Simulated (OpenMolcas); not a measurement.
**CH7FSi2 (SMILES F[SiH2]C[SiH3]) at 6 levels**

We compute a comparison of 6 runs (HF/6-31G*, M06-L/6-31G*, SVWN5/6-31G*, TPSS/6-31G*, r2SCAN/6-31G*, MP2/6-31G*) of CH7FSi2. 

The calculation is run with OpenMolcas 26.06.

1 further run of the same task is left out (set aside as unsound or not needed).

**1. The system as given**

CH7FSi2: 11 atoms, total charge 0, spin state singlet. As SMILES, `F[SiH2]C[SiH3]`. Geometry: relaxed at PBE0-D4/def2-TZVP. This is one conformer, not always the lowest.

Bond lengths: F1–Si2 1.604 Å, Si2–C3 1.854 Å, C3–Si4 1.877 Å, Si2–H5 1.484 Å, Si2–H6 1.484 Å, C3–H7 1.097 Å, C3–H8 1.095 Å, Si4–H9 1.485 Å, Si4–H10 1.488 Å, Si4–H11 1.487 Å. Some angles: F1–Si2–C3 109.3°, Si2–C3–Si4 115.3°, F1–Si2–H5 107.5°, F1–Si2–H6 107.1°, C3–Si2–H5 110.7°, C3–Si2–H6 112.0°, Si2–C3–H7 107.4°, Si2–C3–H8 109.5°, Si4–C3–H7 108.3°, Si4–C3–H8 109.0°.

**2. Energy and forces at HF/6-31G(d) (spherical functions) (run 1)**

The input, run.inp:

```
&GATEWAY
BASLIB=$CurrDir
COORD
11
angstrom
F       -1.629100       1.667400       0.202000
Si      -0.069200       1.498400       0.534400
C        0.349200      -0.305900       0.605500
Si      -0.157200      -1.306900      -0.899700
H        0.694000       2.172900      -0.545000
H        0.175700       2.177500       1.831400
H        1.437100      -0.385200       0.722600
H       -0.101300      -0.751100       1.498900
H       -1.636400      -1.388400      -0.995700
H        0.369900      -0.665700      -2.134100
H        0.392600      -2.686000      -0.812200
BASIS=6-31Gs
GROUP=NoSym
&SEWARD
&SCF
THRESHOLDS=1e-10 1e-07 1e-07 1e-05
PRORBITALS=1 1
&ALASKA
```

The basis set 6-31G* is read from a file made from the Basis Set Exchange's data (not shown).

Command:

```console
$ export MOLCAS_MEM=1860
$ pymolcas run.inp > run.log
```

Log:

```text
--- Start Module: gateway ---
[...]
--- Stop Module: gateway /rc=_RC_ALL_IS_WELL_ ---
[...]
      Basis functions           78
[...]
--- Start Module: scf ---
[...]
       Convergence after  12 Iterations
[...]
::    Total SCF energy                               -719.2755572650
[...]
      Total spin, S                                     0.0000000000
[...]
      Total electronic charge=   50.000000
      Total            charge=   -0.000000
[...]
      Dipole Moment (debye):
      Origin of the operator (angstrom)=   -0.3378    0.3386    0.0047
                   X=  1.6950E+00               Y= -6.2639E-01               Z=  8.7557E-01           Total=  2.0080E+00
      Quadrupole Moment (debye*angstrom):
[...]
--- Stop Module: scf /rc=_RC_ALL_IS_WELL_ ---
[...]
--- Start Module: alaska ---
[...]
 *              Molecular gradients               *
 **************************************************
  Irreducible representation: a
 ------------------------------------------------------------------------------------------
                              X                       Y                       Z
 ------------------------------------------------------------------------------------------
  F1               -1.76767880322970E-03    5.75815862307039E-04    9.18265890037517E-06
  SI2               9.16486952645457E-04   -1.20935636488628E-02   -1.10096179921104E-03
  C3               -5.14992222045763E-03    3.40183869102795E-03   -6.92002046026730E-03
  SI4               3.02115901172370E-03    6.30862892557005E-03    7.17480822954819E-03
  H5                2.09916478751815E-03    2.20749724550506E-03   -3.93412910478563E-03
  H6                1.15107625478617E-04    2.45010668296430E-03    4.40542925354670E-03
  H7                4.50724810433822E-03    4.51705381223300E-04   -4.71887169756102E-04
  H8               -2.60348045131709E-03   -1.50986654326157E-03    3.55003487987160E-03
[...]
--- Stop Module: alaska /rc=_RC_ALL_IS_WELL_ ---
[...]
```

Run time: 8.7 s. Hardware: 1 thread of AMD EPYC 7R43 (Zen 3), shared host; peak memory 0.44 GiB.

**3. Energy and forces at M06-L/6-31G(d) (spherical functions) (run 2)**

The input, struct.xyz:

```xyz
11

F     -1.629100     1.667400     0.202000
Si    -0.069200     1.498400     0.534400
C      0.349200    -0.305900     0.605500
Si    -0.157200    -1.306900    -0.899700
H      0.694000     2.172900    -0.545000
H      0.175700     2.177500     1.831400
H      1.437100    -0.385200     0.722600
H     -0.101300    -0.751100     1.498900
H     -1.636400    -1.388400    -0.995700
H      0.369900    -0.665700    -2.134100
H      0.392600    -2.686000    -0.812200
```

The input, calc.input:

```
&gateway
  baslib = $CurrDir
  coord = struct.xyz
  basis = 6-31Gs
  group = NoSym

&seward
  gridinput
  Grid=UltraFine
  End of Grid

&scf
  ksdft = M06L
  thresholds = 1e-10 1e-07 1e-07 1e-05
  prorbitals = 1 1

&alaska
```

The basis set 6-31G* is read from a file made from the Basis Set Exchange's data (not shown).

Command:

```console
$ export MOLCAS_MEM=1860
$ pymolcas calc.input > calc.log
```

Log:

```text
--- Start Module: gateway ---
[...]
--- Stop Module: gateway /rc=_RC_ALL_IS_WELL_ ---
[...]
      Basis functions           78
[...]
--- Start Module: scf ---
[...]
       Convergence after  14 Iterations
[...]
::    Total KS-DFT energy                            -721.1433499836
[...]
      Total spin, S                                     0.0000000000
[...]
      Total electronic charge=   50.000000
      Total            charge=   -0.000000
[...]
      Dipole Moment (debye):
      Origin of the operator (angstrom)=   -0.3378    0.3386    0.0047
                   X=  1.4996E+00               Y= -6.4445E-01               Z=  8.8059E-01           Total=  1.8546E+00
      Quadrupole Moment (debye*angstrom):
[...]
--- Stop Module: scf /rc=_RC_ALL_IS_WELL_ ---
[...]
--- Start Module: alaska ---
[...]
 *              Molecular gradients               *
 **************************************************
  Irreducible representation: a
 ------------------------------------------------------------------------------------------
                              X                       Y                       Z
 ------------------------------------------------------------------------------------------
  F1                9.44740892992257E-03   -7.51677472212720E-05    2.48404410432235E-03
  SI2              -7.34990706808603E-03   -4.72152660020519E-03   -2.08250072635252E-03
  C3               -7.21494826672497E-04   -5.74479704920527E-04    1.22202099450153E-03
  SI4               1.02203756697039E-03    1.84222931216560E-03    1.99668385752627E-03
  H5                4.59363306193339E-05    1.69084711225365E-03   -1.99175099777138E-03
  H6               -8.18420823713861E-04    1.45679850847102E-03    1.91585743882694E-03
  H7               -9.17473542761726E-04    1.01182713986392E-03   -8.93298285970401E-04
  H8               -2.75007293311313E-04    7.54434234478740E-04   -1.16928725049137E-03
[...]
--- Stop Module: alaska /rc=_RC_ALL_IS_WELL_ ---
[...]
```

It took 48 s on 1 thread of AMD EPYC 7R43 (Zen 3), shared host; peak memory 0.44 GiB.

Runs 3 to 5 aren't shown in full; the table further down has their settings and results.

**4. A single-point energy at MP2/6-31G(d) (spherical functions) (run 6)**

The input, calc.input:

```
&GATEWAY
BasLib
$CurrDir
Coord
11
bohr
F     -3.07855283     3.15092934     0.38172468
Si    -0.13076905     2.83156563     1.00986964
C      0.65989236    -0.57806722     1.14422917
Si    -0.29706495    -2.46968307    -1.70018659
H      1.31146993     4.10618590    -1.02990074
H      0.33202488     4.11487864     3.46084442
H      2.71572541    -0.72792250     1.36551610
H     -0.19142926    -1.41937329     2.83251049
H     -3.09234783    -2.62369575    -1.88160030
H      0.69900969    -1.25799068    -4.03286452
H      0.74190648    -5.07580437    -1.53483556
Basis
6-31Gs
Group
NoSym
&SEWARD
&SCF
Thresholds
1e-10 1e-07 1e-07 1e-05
PrOrbitals
0
&MBPT2
Frozen
12
```

The basis set 6-31G* is read from a file made from the Basis Set Exchange's data (not shown).

Command:

```console
$ export MOLCAS_MEM=1860
$ pymolcas calc.input > calc.log
```

Log:

```text
--- Start Module: gateway ---
[...]
--- Stop Module: gateway /rc=_RC_ALL_IS_WELL_ ---
[...]
      Basis functions           78
[...]
--- Start Module: scf ---
[...]
       Convergence after  12 Iterations
[...]
::    Total SCF energy                               -719.2755572650
[...]
      Total spin, S                                     0.0000000000
[...]
      Total electronic charge=   50.000000
      Total            charge=   -0.000000
[...]
      Dipole Moment (debye):
      Origin of the operator (angstrom)=   -0.3378    0.3386    0.0047
                   X=  1.6950E+00               Y= -6.2639E-01               Z=  8.7557E-01           Total=  2.0080E+00
      Quadrupole Moment (debye*angstrom):
[...]
--- Stop Module: scf /rc=_RC_ALL_IS_WELL_ ---
[...]
--- Start Module: mbpt2 ---
[...]
WARNING!
Default frozen orbitals as non valence orbitals is overwritten by user input.
Default values:   6
[...]
       Reference weight ( Cref**2 )         =        0.86774
::    Total MBPT2 energy                             -719.7341206763
[...]
      Total MBPT2 calculations                           0.21      0.25
--- Stop Module: mbpt2 /rc=_RC_ALL_IS_WELL_ ---
[...]
```

Run time: 6.3 s. Hardware: 1 thread of AMD EPYC 7R43 (Zen 3), shared host; peak memory 0.44 GiB.

**5. All runs side by side**

| run | level | integration grid | task | energy (Eh) | dipole moment (D) of the reference | HOMO energy (eV) | LUMO energy (eV) | wall time |
| --- | --- | --- | --- | --- | --- | --- | --- | --- |
| 1 | HF/6-31G* (spherical functions) | – | gradient | -719.275557 | 2.01 | -11.97 | 3.87 | 8.7 s |
| 2 | M06-L/6-31G* (spherical functions) | UltraFine | gradient | -721.143350 | 1.85 | -7.76 | 0.39 | 48 s |
| 3 | SVWN5/6-31G* (spherical functions) | UltraFine | gradient | -717.773010 | 1.83 | -7.46 | -0.41 | 31 s |
| 4 | TPSS/6-31G* (spherical functions) | UltraFine | gradient | -721.225447 | 1.75 | -7.60 | 0.00 | 50 s |
| 5 | r2SCAN/6-31G* (spherical functions) | UltraFine | gradient | -721.033681 | 1.83 | -7.78 | 0.28 | 45 s |
| 6 | MP2/6-31G* (spherical functions) | – | energy | -719.734121 | 2.01 | -11.97 | 3.87 | 6.3 s |

**6. Results**

| quantity | value |
| --- | --- |
| run 6: total energy | -719.73412 Eh |
| run 6: dipole moment (mean-field density) | 2.01 D |
| run 6: HOMO energy (Hartree–Fock orbitals) | -11.97 eV |
| run 6: LUMO energy (Hartree–Fock orbitals) | 3.87 eV |
| run 6: HOMO–LUMO gap (Hartree–Fock orbitals) | 15.84 eV |
| run 6: correlation energy (12 core orbitals frozen) | -458.6 mEh |

**Reading.** Over runs 1, 2, 3, 4, 5 the dipole moment (its size) runs from 1.75 D (TPSS/6-31G*) to 2.01 D (HF/6-31G*). Over runs 1, 2, 3, 4, 5 the HOMO–LUMO gap runs from 7.05 eV (SVWN5/6-31G*) to 15.84 eV (HF/6-31G*). Exact exchange widens orbital gaps. Totals of different functionals can't be ranked against each other. All runs together took 3.1 min, the longest 50 s.
